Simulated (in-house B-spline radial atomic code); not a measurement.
**Pt⁶⁰⁺: ionisation energy by several methods**

Wanted: one ionisation energy, Pt⁶⁰⁺ to configuration [Ne] 3s2 3p5, up the ladder of functionals.

Program: in-house B-spline radial atomic code version 1. Level of theory: scalar-relativistic (X2C), several functionals, spin-polarised; spherical all-electron atom at the radial basis limit. These are calculated values, not measurements, unless marked.

### 1 What is computed

```
element       : platinum (Z = 78)
charge        : +60
electrons     : 18
configuration : [Ne] 3s2 3p6
nucleus       : Fermi, rms radius 5.427 fm
```

The outer shells:

[Ne] 3s2 3p6
```
[Ne] core
3s [↑↓]
3p [↑↓][↑↓][↑↓]
```

Where spins are not typed, each open shell is filled with up spins first.

### 2 BLYP, a GGA

Settings of the run:

```ini
Z = 78
electrons = 18.0
configuration = [Ne] 3s2 3p6
hamiltonian = x2c
method = b88,lyp
spin_polarised = True
nucleus = fermi
rms_radius = 5.427
mass_number = 195
atomic_mass = 194.964794325
speed_of_light = 137.035999084
```

### 3 PW91, a GGA

Settings: those of step 2 with these lines changed.

```diff
@@ -4,3 +4,3 @@
 hamiltonian = x2c
-method = b88,lyp
+method = pw91,pw91
 spin_polarised = True
```

### 4 Hartree-Fock

Settings: those of step 3 with these lines changed.

```diff
@@ -4,3 +4,3 @@
 hamiltonian = x2c
-method = pw91,pw91
+method = hf
 spin_polarised = True
```

### 5 PBE, a GGA

Settings: those of step 4 with these lines changed.

```diff
@@ -4,3 +4,3 @@
 hamiltonian = x2c
-method = hf
+method = pbe,pbe
 spin_polarised = True
```

Before running: The tabulated ionisation energy is 6517 ± 10 eV (tabulated theoretical; NIST Atomic Spectra Database). What does each method give, and which comes nearest?

**Answer**, as computed:

| method | rung | total energy (hartree) | ΔSCF (eV) | −ε highest (eV) | ΔSCF less tabulated (eV) |
| --- | --- | --- | --- | --- | --- |
| BLYP | GGA | -14572.1369 | 6662.88 | 6598.18 (3p up) | +145.88 |
| PW91 | GGA | -14571.9733 | 6663.44 | 6598.70 (3p up) | +146.44 |
| PBE | GGA | -14570.9375 | 6662.72 | 6598.04 (3p up) | +145.72 |
| Hartree-Fock | Hartree-Fock | -14568.8266 | 6661.78 | 6662.94 (3p up) | +144.78 |

The tabulated ionisation energy is 6517 ± 10 eV (tabulated theoretical; NIST Atomic Spectra Database). Hartree-Fock comes nearest (+144.78 eV) and PW91 is farthest (+146.44 eV, 2.2 %). All methods miss on the same side by much the same amount, which points to something that they share. Relativistic terms that these runs lack can be as large as the gaps between close methods, so the nearest may be so by luck. PBE is off by +145.72 eV. Spin-orbit coupling is left out. Open shells are averaged (over orientations, and over spins where the run is restricted), while tables refer to the lowest levels.

Members of this set that are not shown: 1 did not converge; 2 used exact exchange with fractional occupations of an open shell, which is unsound here.
